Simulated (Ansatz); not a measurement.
# C₃HF₅: one species, many methods

The task here is to estimate one member of a computed series from the others.

The runs use Ansatz 0.2.0, Gaussian basis; functionals in def2-TZVPP, the program's frozen cores in correlated methods.

Levels to be run: LDA (SPW92), PBE-D4, revPBE-D4, BLYP-D4, r2SCAN-D4, B97M-V, PBE0-D4, B3LYP-D4, r2SCANh-D4, r2SCAN0-D4, HSE06-D4, BHLYP-D4, CAM-B3LYP-D4, LC-ωPBE, ωB97X-V, ωB97M-V, B2PLYP, PBE-QIDH; CCSD(T)/def2-SVP; CCSD(T)/def2-TZVPP; MP2/def2-QZVPP; extrapolation to the limit; RPA on PBE.

## Structure used throughout

The geometry comes from an earlier relaxation with PBE0-D4 in a triple-zeta def2 set; it is a stationary point, not always the lowest conformer.

9 atoms, charge 0, spin multiplicity 1.

Atoms are counted from 1 here; the program's logs count them from 0.

Bond lengths: F1–C2 1.322 Å, C2–C3 1.322 Å, C2–H9 1.081 Å, C3–F4 1.325 Å, C3–C5 1.497 Å, C5–F6 1.334 Å, C5–F7 1.335 Å, C5–F8 1.335 Å. Angles: F1–C2–C3 121.5°, F1–C2–H9 115.4°, C3–C2–H9 123.1°, C2–C3–F4 122.8°, C2–C3–C5 123.7°, F4–C3–C5 113.5°, C3–C5–F6 111.0°, C3–C5–F7 111.1°, C3–C5–F8 111.1°, F6–C5–F7 108.2°, F6–C5–F8 108.2°, F7–C5–F8 107.3°.

Set-up of the first run:

File in.yaml:

```yaml
crystal:
  periodic: [false, false, false]
  atoms:
    - {symbol: F, position_ang: [-0.007620, -1.631276, 1.997955]}
    - {symbol: C, position_ang: [-0.072391, -0.522686, 1.281276]}
    - {symbol: C, position_ang: [0.085495, -0.538474, -0.031507]}
    - {symbol: F, position_ang: [0.316511, -1.651179, -0.713339]}
    - {symbol: C, position_ang: [0.021655, 0.686764, -0.889953]}
    - {symbol: F, position_ang: [-0.211013, 1.774506, -0.153124]}
    - {symbol: F, position_ang: [1.166389, 0.869591, -1.551495]}
    - {symbol: F, position_ang: [-0.949545, 0.585405, -1.799936]}
    - {symbol: H, position_ang: [-0.260882, 0.381047, 1.842924]}
basis:
  gaussian: {orbitals: def2-TZVPP}
hamiltonian: {xc: lda}
output: {orbitals: {seedname: orbitals}}
```

The run is started by

```sh
$ ansatz run in.yaml --threads 8 --pin off --events-out ev --progress --plain --max-ram 18278MiB
```

Among the steps run: LDA; PBE-D4 (GGA); revPBE-D4 (GGA); BLYP-D4 (GGA); r2SCAN-D4 (meta-GGA); B97M-V (meta-GGA); B3LYP-D4 (hybrid); r2SCANh-D4 (hybrid); r2SCAN0-D4 (hybrid); HSE06-D4 (hybrid); BHLYP-D4 (hybrid); CAM-B3LYP-D4 (range-separated); LC-ωPBE (range-separated); ωB97X-V (range-separated); ωB97M-V (range-separated); B2PLYP (double hybrid); PBE-QIDH (double hybrid).

One of the session's tables, all rows but one given; the rest of the session is left out.

| functional | HOMO (eV) | gap (eV) |
| --- | --- | --- |
| LDA (SPW92) | ? | ? |
| PBE-D4 | -6.94 | 5.37 |
| revPBE-D4 | -6.84 | 5.40 |
| BLYP-D4 | -6.84 | 5.36 |
| r2SCAN-D4 | -7.23 | 5.85 |
| B97M-V | -7.30 | 6.01 |
| PBE0-D4 | -8.36 | 7.77 |
| B3LYP-D4 | -8.15 | 7.27 |
| r2SCANh-D4 | -7.76 | 6.74 |
| r2SCAN0-D4 | -8.56 | 8.08 |
| HSE06-D4 | -7.95 | 6.98 |
| BHLYP-D4 | -9.67 | 10.17 |
| CAM-B3LYP-D4 | -9.80 | 10.33 |
| LC-ωPBE | -11.11 | 12.90 |
| ωB97X-V | -10.73 | 12.48 |
| ωB97M-V | -10.64 | 12.29 |

Estimate the missing values for LDA (SPW92).

As computed: HOMO (eV): -7.19; gap (eV): 5.31. In the column «HOMO (eV)» it lies between r2SCAN-D4 (-7.23) and PBE-D4 (-6.94).
